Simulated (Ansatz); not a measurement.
**ZnOF−: single points off equilibrium**

An exercise on one series of results from a longer session: the logs are not shown, and one member is left open.

Method: single points in def2-TZVPPD; program: Ansatz 0.2.0, Gaussian basis.

Cores are frozen in the correlated methods. The 3s and 3p shells of Cu and Zn are frozen; filled d shells are correlated.

**The starting structure**

3 atoms, charge -1, spin multiplicity 1.

Atoms are counted from 1 here; the program's logs count them from 0.

Bond lengths: O1–Zn2 1.512 Å, Zn2–F3 1.873 Å. Angles: O1–Zn2–F3 155.6°.

Geometry (Å):

```xyz
3
charge -1, multiplicity 1
O    -1.00910    1.08930   -0.51340
Zn   -0.18060   -0.10650   -0.10200
F     1.27710   -0.98290    0.68120
```

Set-up of the first run:

run/in.yaml reads:

```yaml
crystal:
  periodic: [false, false, false]
  atoms:
    - {symbol: O, position_ang: [-1.009100, 1.089300, -0.513400]}
    - {symbol: Zn, position_ang: [-0.180600, -0.106500, -0.102000]}
    - {symbol: F, position_ang: [1.277100, -0.982900, 0.681200]}
basis:
  gaussian: {orbitals: "def2-TZVPPD.json"}
total_charge: -1
correlation: {method: ccsd_t, frozen_orbitals: {F: 1, O: 1, Zn: 9}}
output: {forces: true}
```

The basis file named in the input lies beside it (Basis Set Exchange, JSON).

The command line of these runs was not kept.

Steps of the session up to this table: CCSD(T)/def2-TZVPPD; PBE0-D4/def2-TZVPPD; wB97M-V/def2-TZVPPD; r2SCAN-D4/def2-TZVPPD; PBE-D4/def2-TZVPPD; LC-wPBE/def2-TZVPPD; BLYP-D4/def2-TZVPPD.

One of the session's tables, all rows but one given; the rest of the session is left out.

```
   method  RMS force component (eV/Å)  angle to CCSD(T) forces (°)
  CCSD(T)                       5.141                    reference
  PBE0-D4                       4.924                          0.7
  wB97M-V                       4.976                          0.6
r2SCAN-D4                       4.826                          1.1
   PBE-D4                           ?                            ?
  LC-wPBE                       4.738                          1.9
  BLYP-D4                       5.117                          2.2
```

Q: Estimate the row for PBE-D4 from the others.

As computed: RMS force component (eV/Å): 4.946; angle to CCSD(T) forces (°): 1.2. In the column «RMS force component (eV/Å)» it lies between PBE0-D4 (4.924) and wB97M-V (4.976).
